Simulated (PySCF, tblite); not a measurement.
**C₄H₃F₆NOSi: infrared bands and NMR shifts**

Wanted: the infrared bands and NMR shifts of C₄H₃F₆NOSi (`N#C[C@H](O[SiH2]C(F)(F)F)C(F)(F)F`), by calculation.

The runs use tblite 0.8.0 and PySCF 2.14.0, with density-fitted response routines of our own; the level of theory stands in each step. All values are computed, except where a source is named. Atoms count from 0, in the outputs and in this text.

### 1 The molecule as given

16 atoms, charge 0, multiplicity 1; geometry from: GFN2-xTB.

Bonds of the start (Å): N0–C1 1.14, C1–C2 1.46, C2–O3 1.38, O3–Si4 1.62, Si4–C5 1.93, C5–F6 1.35, C5–F7 1.35, C5–F8 1.34, C2–C9 1.54, C9–F10 1.34, C9–F11 1.33, C9–F12 1.33, C2–H13 1.10, Si4–H14 1.46, Si4–H15 1.46.

### 2 Infrared spectrum with GFN2-xTB

Job settings and geometry (Å):

```
{"job": {"kind": "ir", "xc": "GFN2-xTB", "basis": "xTB"}, "charge": 0, "multiplicity": 1}
N     -2.444155     1.502458    -2.053570
C     -1.949634     1.153651    -1.088373
C     -1.298224     0.698766     0.137953
O      0.064047     0.557580    -0.062323
Si     1.124647    -0.574988     0.416685
C      2.714157     0.214123    -0.354226
F      2.976645     1.448870     0.110972
F      3.798704    -0.530737    -0.059591
F      2.682675     0.311046    -1.693452
C     -1.955008    -0.619556     0.575152
F     -1.410557    -1.064086     1.716309
F     -3.259386    -0.466308     0.795512
F     -1.803390    -1.587484    -0.326326
H     -1.488652     1.435590     0.936789
H      0.925993    -1.874938    -0.206496
H      1.314539    -0.595042     1.861670
```

**Question.** This job is followed by: GIAO PBE0/pcSseg-1 NMR shielding, non-relativistic, gas phase. What will the session give for the following? strongest single infrared mode (GFN2-xTB); zero-point energy (GFN2-xTB); 13C shifts against TMS (PBE0/pcSseg-1); 1H shifts against TMS (PBE0/pcSseg-1); 15N shifts against NH3 (PBE0/pcSseg-1); 17O shifts against H2O (PBE0/pcSseg-1); 29Si shifts against TMS (PBE0/pcSseg-1); 19F shifts against CFCl3 (PBE0/pcSseg-1, means over atoms taken as alike).

The runs gave:

| quantity | value |
| --- | --- |
| strongest single infrared mode (GFN2-xTB) | 1107 cm⁻¹, 323 km/mol |
| zero-point energy (GFN2-xTB) | 46.0 kcal/mol |
| 13C shifts against TMS (PBE0/pcSseg-1) | 136.0, 131.3, 116.3, 65.4 ppm |
| 1H shifts against TMS (PBE0/pcSseg-1) | 5.08, 5.05, 4.92 ppm |
| 15N shifts against NH3 (PBE0/pcSseg-1) | 319.5 ppm |
| 17O shifts against H2O (PBE0/pcSseg-1) | 13.9 ppm |
| 29Si shifts against TMS (PBE0/pcSseg-1) | -33.2 ppm |
| 19F shifts against CFCl3 (PBE0/pcSseg-1, means over atoms taken as alike) | -78.3, -87.4 ppm |

What this shows: No mode is imaginary among the 42: a minimum at this level. The strongest single mode, at 1107 cm⁻¹, moves mainly C9. GFN2-xTB is a fitted tight-binding method: band positions and strengths are rough. Its intensities can rank the bands wrongly. The most deshielded hydrogen is H13 (hydrogen on an sp3 CH bonded to O, α to a nitrile), at 5.08 ppm: its carbon carries O, an electronegative neighbour. At PBE0/pcSseg-1: Shielding is most anisotropic at N0 (span 516 ppm, paramagnetic term -390 ppm).
